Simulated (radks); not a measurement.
# Ionising indium step by step, In²⁺ to In⁹⁺

One table from this session's results is given with a row withheld; the runs are named, their logs left out.

Method: Dirac Kohn-Sham, PBE, spin-unpolarised, spherical densities, finite nucleus; open shells are shared between the two j in proportion to 2j + 1. Code: radks (a radial shooting solver on a logarithmic mesh, Libxc functionals) version 1.

### The system

- element: indium (Z = 49)
- charges: 2 to 9
- first configuration: [Kr] 4d10 5s1
- last configuration: [Kr] 4d4

Outer shells as boxes (Hund's rule):

In²⁺
```
[Kr] core
4d [↑↓][↑↓][↑↓][↑↓][↑↓]
5s [↑ ]
```

In⁹⁺
```
[Kr] core
4d [↑ ][↑ ][↑ ][↑ ][  ]
```

The first run:

Settings of this run:

```text
Z 49
configuration [Kr] 4d10 5s1
relativity Dirac
functional pbe,pbe
spin unpolarised
j_filling average
nucleus finite rms 4.6156 fm
c 137.035999084
```

Among the steps run: In²⁺, [Kr] 4d10 5s1; In³⁺, [Kr] 4d10; In⁴⁺, [Kr] 4d9; In⁵⁺, [Kr] 4d8; In⁶⁺, [Kr] 4d7; In⁷⁺, [Kr] 4d6; In⁸⁺, [Kr] 4d5; In⁹⁺, [Kr] 4d4.

One table of the session follows, with a row left open; its other results are not shown here.

| species | Δ-SCF (eV) | −ε(HOMO) (eV) |
| --- | --- | --- |
| In²⁺ | 28.319 | 23.667 |
| In³⁺ | 56.384 | 47.522 |
| In⁴⁺ | 74.189 | 64.715 |
| In⁵⁺ | 93.081 | 83.058 |
| In⁶⁺ | 112.96 | 102.43 |
| In⁷⁺ | 133.74 | 122.75 |
| In⁸⁺ | ? | ? |

**Question.** Estimate the row for In⁸⁺.

As computed: Δ-SCF (eV): 155.38; −ε(HOMO) (eV): 143.94. In the column «Δ-SCF (eV)» it is the highest.

To keep in mind: Spin polarisation and multiplet splitting are left out, so open shells lie too high by an amount that depends on their filling.
